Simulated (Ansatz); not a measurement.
# BH₃OSe: functionals against CCSD(T) at one geometry

An exercise on one series of results from a longer session: the logs are not shown, and one member is left open.

Method: single points in def2-TZVPP; program: Ansatz 0.2.0, Gaussian basis.

Cores are frozen in the correlated methods. Filled d shells of the heavier atoms are correlated. B3LYP uses VWN-RPA correlation.

## The starting structure

SMILES `B[Se]O`, 6 atoms, charge 0, spin multiplicity 1.

Atoms are counted from 1 here; the program's logs count them from 0.

Bond lengths: B1–Se2 1.835 Å, B1–H4 1.242 Å, B1–H5 1.148 Å, Se2–O3 1.819 Å, O3–H6 0.954 Å. Angles: Se2–B1–H4 117.6°, Se2–B1–H5 119.5°, H4–B1–H5 122.7°, B1–Se2–O3 102.8°, Se2–O3–H6 114.3°.

Coordinates:

```mol
BH3OSe
  3D, bonds by distance, orders not assigned

  6  5  0  0  0  0  0  0  0  0999 V2000
   -0.8998   -0.0999   -0.5508 B   0  0
    0.4170   -1.1470    0.1830 Se  0  0
    1.2828    0.0101    1.2873 O   0  0
   -1.6433   -0.6204   -1.3987 H   0  0
   -0.9436    1.0171   -0.2902 H   0  0
    1.7557    0.7041    0.8348 H   0  0
  1  2  8  0
  1  4  8  0
  1  5  8  0
  2  3  8  0
  3  6  8  0
M  END
```

The first run:

Contents of run/in.yaml:

```yaml
crystal:
  periodic: [false, false, false]
  atoms:
    - {symbol: B, position_ang: [-0.899800, -0.099900, -0.550800]}
    - {symbol: Se, position_ang: [0.417000, -1.147000, 0.183000]}
    - {symbol: O, position_ang: [1.282800, 0.010100, 1.287300]}
    - {symbol: H, position_ang: [-1.643300, -0.620400, -1.398700]}
    - {symbol: H, position_ang: [-0.943600, 1.017100, -0.290200]}
    - {symbol: H, position_ang: [1.755700, 0.704100, 0.834800]}
basis:
  gaussian: {orbitals: def2-TZVPP}
correlation: {method: ccsd_t}
output: {forces: true}
```

No record of the launch command was kept for these runs.

Among the steps run: CCSD(T)/def2-TZVPP; PBE0-D4/def2-TZVPP; wB97M-V/def2-TZVPP; r2SCAN-D4/def2-TZVPP; PBE-D4/def2-TZVPP; B3LYP-D4/def2-TZVPP; wB97X-V/def2-TZVPP.

One table of the session follows, with a row left open; its other results are not shown here.

```
   method  RMS force component (eV/Å)  angle to CCSD(T) forces (°)  dipole (D)
  CCSD(T)                       0.727                    reference        1.20
  PBE0-D4                       0.691                          8.0        1.22
  wB97M-V                       0.690                          6.2        1.24
r2SCAN-D4                       0.693                          7.6        1.21
   PBE-D4                           ?                            ?           ?
 B3LYP-D4                       0.704                          7.4        1.21
  wB97X-V                       0.713                          7.8        1.28
```

**Question.** Estimate the row for PBE-D4.

As computed: RMS force component (eV/Å): 0.750; angle to CCSD(T) forces (°): 18.1; dipole (D): 1.15. In the column «RMS force component (eV/Å)» it is the highest.
